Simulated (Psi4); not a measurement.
# UMP2/6-31G(d) (density fitting, density fitting for correlation, Cartesian functions, sweep point 2) run of CH2Cl2FSi (SMILES [CH2][Si](F)(Cl)Cl)

We compute a single-point energy of CH2Cl2FSi. 

Program for the calculation: Psi4 1.11.

6 further runs of the same task are left out: 6 set aside as unsound or not needed.

## (1) The structure to begin with

The species is CH2Cl2FSi (7 atoms), meant as a doublet with charge 0. As SMILES, `[CH2][Si](F)(Cl)Cl`. Geometry: relaxed at PBE0-D4/def2-TZVP. This is one conformer, not always the lowest.

Bond lengths: C1–Si2 1.813 Å, Si2–F3 1.583 Å, Si2–Cl4 2.032 Å, Si2–Cl5 2.032 Å, C1–H6 1.084 Å, C1–H7 1.084 Å. Angles: C1–Si2–F3 109.6°, C1–Si2–Cl4 111.6°, C1–Si2–Cl5 111.7°, F3–Si2–Cl4 107.7°, F3–Si2–Cl5 107.6°, Cl4–Si2–Cl5 108.4°, Si2–C1–H6 121.8°, Si2–C1–H7 122.0°, H6–C1–H7 116.2°.

## (2) The energy at UMP2/6-31G(d) (density fitting, density fitting for correlation, Cartesian functions, sweep point 2)

File ch2cl2fsi.dat:

```
memory 1600 mb

molecule {
  0 2
  C     -0.249900     0.759600     0.827800
  Si     0.208900    -0.467800    -0.425900
  F      1.413100    -1.346800     0.107300
  Cl    -1.333500    -1.722100    -0.846700
  Cl     0.808700     0.413900    -2.156100
  H      0.279000     0.836900     1.771400
  H     -1.065100     1.458100     0.676600
  symmetry c1
}

set {
  basis           6-31G*
  reference       uhf
  scf_type        df
  num_frozen_docc 17
  guess           core
}

e, wfn = energy('mp2', return_wfn=True)
```

Run with:

```console
psi4 ch2cl2fsi.dat ch2cl2fsi.out -n 1
```

What values should one expect? Wanted: total energy; HOMO energy; LUMO energy; correlation energy; ⟨S²⟩ of the reference determinant.

Answer, from the run:

At UMP2/6-31G* (density fitting, density fitting for correlation, Cartesian functions, sweep point 2), 17 core orbitals frozen:

```
                                                  quantity           value
                                              total energy  -1347.10436 Eh
HOMO energy (Hartree–Fock orbitals) (highest over α and β)       -11.53 eV
 LUMO energy (Hartree–Fock orbitals) (lowest over α and β)         1.60 eV
              correlation energy (17 core orbitals frozen)      -610.4 mEh
                         ⟨S²⟩ of the reference determinant           0.760
```
